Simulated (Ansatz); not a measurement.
Geometry optimisation, DFT PBE-D3(BJ), scalar-relativistic, plane waves, PAW in Ansatz.

input.yaml

```yaml
crystal:
  lattice:
    - [7.67918, 0.0, 0.0]
    - [3.83959, 6.650365, 0.0]
    - [0.0, 0.0, 16.418765]
  atoms:
    - { symbol: H, position: [0.1666667, 0.1666667, 0.0609059] }
    - { symbol: H, position: [0.6666667, 0.1666667, 0.0609059] }
    - { symbol: H, position: [0.1666667, 0.6666667, 0.0609059] }
    - { symbol: H, position: [0.6666667, 0.6666667, 0.0609059] }
    - { symbol: Si, position: [0.1666667, 0.1666667, 0.1522648] }
    - { symbol: Si, position: [0.6666667, 0.1666667, 0.1522648] }
    - { symbol: Si, position: [0.1666667, 0.6666667, 0.1522648] }
    - { symbol: Si, position: [0.6666667, 0.6666667, 0.1522648] }
    - { symbol: Si, position: [-0.1666667, 0.3333333, 0.2] }
    - { symbol: Si, position: [0.3333333, 0.3333333, 0.2] }
    - { symbol: Si, position: [-0.1666667, 0.8333333, 0.2] }
    - { symbol: Si, position: [0.3333333, 0.8333333, 0.2] }
    - { symbol: Si, position: [-0.1666667, 0.3333333, 0.3432056] }
    - { symbol: Si, position: [0.3333333, 0.3333333, 0.3432056] }
    - { symbol: Si, position: [-0.1666667, 0.8333333, 0.3432056] }
    - { symbol: Si, position: [0.3333333, 0.8333333, 0.3432056] }
    - { symbol: Si, position: [0.0, 0.0, 0.3909408] }
    - { symbol: Si, position: [0.5, 0.0, 0.3909408] }
    - { symbol: Si, position: [0.0, 0.5, 0.3909408] }
    - { symbol: Si, position: [0.5, 0.5, 0.3909408] }
    - { symbol: F, position: [0.6732429, 0.1417638, 0.465246] }
    - { symbol: H, position: [0.6635025, 0.257001, 0.4896084] }
basis:
  ecutwfc: 420.0
kpoints:
  mp_grid: { grid: [2, 2, 1] }
hamiltonian:
  xc: pbe
  dispersion: d3bj
  pseudopotentials: { kind: paw, azcp: { folder: soft_1 } }
scf:
  occupations: { method: gaussian, width: 0.02 }
  lower_state_search: "off"
relax:
  f_tol: 0.03
  max_steps: 60
  adjacent_minimum: "off"
  constraints: [{ sites: [0, 1, 2, 3, 4, 5, 6, 7] }]
```

Command:

```bash
$ ansatz run input.yaml --threads 1 --pin off --max-ram 3072MiB --backend cpu --events-out ev --progress --plain --runs-dir out
```

Question: Where does it end, and by what steps?

Answer: It converged. The force dipped under the threshold on the way, but the program's further checks kept it going. Limits of this set-up: coarse k mesh, thin slab, slab without dipole correction. After 30 steps the energy has fallen by 1.870 eV; F21 moved furthest, 1.58 Å.

```tsv
step	energy less start (eV)	largest force component (eV/Å)	accepted
0	0.0000	1.517	yes
2	-1.1425	1.217	yes
4	-1.6671	1.433	yes
6	-1.8354	0.144	yes
8	-1.8460	0.094	yes
10	-1.8516	0.037	yes
12	-1.8515	0.060	no
14	-1.8515	0.093	no
16	-1.8528	0.039	yes
18	-1.8538	0.103	yes
20	-1.8567	0.114	yes
22	-1.8579	0.075	yes
24	-1.8616	0.135	yes
26	-1.8668	0.114	yes
28	-1.8690	0.040	yes
30	-1.8697	0.024	yes
```

```xyz
22
Lattice="7.6792 0.0000 0.0000 3.8396 6.6504 0.0000 0.0000 0.0000 16.4188" Properties=species:S:1:pos:R:3
H 1.920 1.108 1.000
H 5.759 1.108 1.000
H 3.840 4.434 1.000
H 7.679 4.434 1.000
Si 1.920 1.108 2.500
Si 5.759 1.108 2.500
Si 3.840 4.434 2.500
Si 7.679 4.434 2.500
Si 0.006 2.216 3.211
Si 3.841 2.213 3.270
Si 1.918 5.546 3.261
Si 5.747 5.544 3.308
Si 0.037 2.267 5.533
Si 3.964 2.247 5.628
Si 2.026 5.332 5.655
Si 5.852 5.293 5.731
Si 0.104 -0.034 5.889
Si 3.937 -0.062 5.735
Si 1.984 3.162 6.515
Si 5.857 3.144 6.749
F 7.128 0.683 8.306
H 6.724 1.552 8.122
```

Time of the run: 5.2 min on 1 thread of Arm Neoverse V2, with other jobs on the host, peak memory 0.86 GiB.
